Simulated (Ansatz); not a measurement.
# ClFH₂NSi radical: one species, many methods

The task here is to estimate one member of a computed series from the others.

Computed with Ansatz 0.2.0, Gaussian basis. Level: functionals in def2-TZVPP, the program's frozen cores in correlated methods.

Levels to be run: LDA (SPW92), PBE-D4, revPBE-D4, BLYP-D4, r2SCAN-D4, B97M-V, PBE0-D4, B3LYP-D4, r2SCANh-D4, r2SCAN0-D4, HSE06-D4, BHLYP-D4, CAM-B3LYP-D4, LC-ωPBE, ωB97X-V, ωB97M-V, B2PLYP, PBE-QIDH; CCSD(T)/def2-SVP; CCSD(T)/def2-TZVPP; MP2/def2-QZVPP; extrapolation to the limit; RPA on PBE.

### Structure used throughout

An earlier PBE0-D4 in a triple-zeta def2 set relaxation fixed the geometry.

SMILES `N[Si](F)Cl`, 6 atoms, charge 0, spin multiplicity 2.

Atoms are counted from 1 here; the program's logs count them from 0.

Bond lengths: N1–Si2 1.704 Å, N1–H5 1.008 Å, N1–H6 1.009 Å, Si2–F3 1.597 Å, Si2–Cl4 2.056 Å. Angles: Si2–N1–H5 119.8°, Si2–N1–H6 119.7°, H5–N1–H6 112.0°, N1–Si2–F3 106.5°, N1–Si2–Cl4 107.7°, F3–Si2–Cl4 110.2°.

Set-up of the first run:

The input, in.yaml:

```yaml
crystal:
  periodic: [false, false, false]
  atoms:
    - {symbol: N, position_ang: [-0.453538, 0.751320, 0.053092]}
    - {symbol: Si, position_ang: [0.437560, -0.601125, -0.475818]}
    - {symbol: F, position_ang: [1.950745, -0.348061, -0.031281]}
    - {symbol: Cl, position_ang: [-0.315600, -2.258435, 0.480816]}
    - {symbol: H, position_ang: [-1.460564, 0.711490, 0.073428]}
    - {symbol: H, position_ang: [-0.116403, 1.680811, -0.146538]}
basis:
  gaussian: {orbitals: def2-TZVPP}
magnetization: {spin_polarized: true, initial_magnetization: 1}
hamiltonian: {xc: lda}
output: {orbitals: {seedname: orbitals}}
```

Steps of the session up to this table: LDA; PBE-D4 (GGA); revPBE-D4 (GGA); BLYP-D4 (GGA); r2SCAN-D4 (meta-GGA); B97M-V (meta-GGA); PBE0-D4 (hybrid); B3LYP-D4 (hybrid); r2SCANh-D4 (hybrid); r2SCAN0-D4 (hybrid); HSE06-D4 (hybrid); BHLYP-D4 (hybrid); CAM-B3LYP-D4 (range-separated); LC-ωPBE-D4 (range-separated; the results give it without D4); ωB97X-V (range-separated); ωB97M-V (range-separated); B2PLYP (double hybrid); PBE-QIDH (double hybrid).

One of the session's tables, all rows but one given; the rest of the session is left out.

It belongs to the step «Frontier levels by functional». 

| functional | HOMO (eV) | LUMO (eV) | gap (eV) |
| --- | --- | --- | --- |
| LDA (SPW92) | -5.01 | -3.78 | 1.23 |
| PBE-D4 | -5.00 | -3.32 | 1.68 |
| revPBE-D4 | -4.97 | -3.16 | 1.81 |
| BLYP-D4 | -4.82 | -3.39 | 1.44 |
| r2SCAN-D4 | -5.39 | -2.80 | 2.59 |
| B97M-V | -5.07 | -3.39 | 1.68 |
| PBE0-D4 | -6.27 | -2.40 | 3.87 |
| B3LYP-D4 | -6.00 | -2.84 | 3.16 |
| r2SCANh-D4 | -5.86 | -2.50 | 3.36 |
| r2SCAN0-D4 | -6.56 | -2.06 | 4.49 |
| HSE06-D4 | -5.87 | -2.78 | 3.09 |
| BHLYP-D4 | -7.39 | -1.64 | 5.75 |
| CAM-B3LYP-D4 | ? | ? | ? |
| LC-ωPBE | -8.98 | -0.06 | 8.92 |
| ωB97X-V | -8.46 | -0.66 | 7.80 |
| ωB97M-V | -8.07 | -0.82 | 7.25 |

Q: Estimate the row for CAM-B3LYP-D4 from the others.

The run gave: HOMO (eV): -7.55; LUMO (eV): -1.56; gap (eV): 5.99. In the column «HOMO (eV)» it lies between ωB97M-V (-8.07) and BHLYP-D4 (-7.39).
